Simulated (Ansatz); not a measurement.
# MoN+ (singlet): wave-function methods side by side, def2-SVP

One table from this session's results is given with a row withheld; the runs are named, their logs left out.

The runs use Ansatz 0.2.0, Gaussian basis; def2-SVP, core rule «outside noble gas», up to 5 orbitals frozen.

The runs, in order: UHF; CCSD(T) on RHF; CCSD(T) on UHF; CISD; CCSDT(Q) on RHF; CCSDT(Q) on UHF; CCSDTQ on RHF.

7 further runs of the same task are left out: 4 for a known fault of the program, 3 set aside as unsound or not needed. Runs told in other sessions of the task aren't counted.

## What is computed

The geometry is a PBE0/def2-TZVP stationary point (not a proven minimum). No spin-orbit coupling is included. Elements past krypton take def2 core potentials.

2 atoms, charge 1, spin multiplicity 1.

Atoms are counted from 1 here; the program's logs count them from 0.

Bond lengths: Mo1–N2 1.575 Å.

Geometry (Å):

```xyz
2
MoN
Mo    0.0000    0.0000    0.0000
N     0.0000    0.0000    1.5750
```

Set-up of the first run:

Input file in.yaml:

```yaml
crystal:
  periodic: [false, false, false]
  atoms:
    - {symbol: Mo, position_ang: [0.000000, 0.000000, 0.000000]}
    - {symbol: N, position_ang: [0.000000, 0.000000, 1.575000]}
basis:
  gaussian: {orbitals: def2-SVP}
total_charge: 1
magnetization: {spin_polarized: true, initial_magnetization: 0}
hamiltonian: {xc: hf}
output: {orbitals: {seedname: orbitals}}
```

Launch:

```bash
> ansatz run in.yaml --threads 1 --pin off --events-out ev --progress --plain --max-ram 4096MiB --backend cpu
```

Among the steps run: UHF; CCSD(T) on RHF; CCSD(T) on UHF; CISD; CCSDT(Q) on RHF; CCSDT(Q) on UHF; CCSDTQ on RHF.

One of the session's tables, all rows but one given; the rest of the session is left out.

It belongs to the step «Misses and costs». 

| method | from RCCSDT(Q) (meV) |
| --- | --- |
| RHF | +9176.6 |
| UHF | +8319.3 |
| RMP2 | -474.1 |
| UMP2 | -317.9 |
| RCCSD | +616.1 |
| UCCSD | -235.8 |
| RCCSD(T) | ? |
| UCCSD(T) | -757.8 |
| RCCSDT | +115.6 |
| UCCSDT | -850.6 |
| RCCSDT(Q) | 0 |
| UCCSDT(Q) | -952.0 |
| RCCSDTQ | +33.4 |

Estimate the missing values for RCCSD(T).

The run gave: from RCCSDT(Q) (meV): +123.7. In the column «from RCCSDT(Q) (meV)» it lies between RCCSDT (+115.6) and RCCSD (+616.1).

Not comparable, so not listed: CISD (they don't share determinant, frozen orbitals or solution with the rows shown, or repeat one).

Caveats from the session: The determinant of HF (⟨S²⟩ 1.27) is far from a pure spin state, so its energy mixes those of several spin states; that is harmless only where they are near-degenerate. The determinant of CCSD(T) (⟨S²⟩ 1.27) is far from a pure spin state, so its energy mixes those of several spin states; high orders of coupled cluster remove much of that, low ones don't. The determinant of CCSDT(Q) (⟨S²⟩ 1.27) is far from a pure spin state, so its energy mixes those of several spin states; high orders of coupled cluster remove much of that, low ones don't. The program flags UCCSD(T), UCCSDT(Q) as in doubt, so read those rows with care; the flags are large difference, other amplitudes. Warnings: restricted reference is unstable; spin contamination; large T1 diagnostic. Restricted and unrestricted rows rest on different reference determinants; a gap between their highest levels can come from leftover correlation error, from unlike frozen cores or from another state.
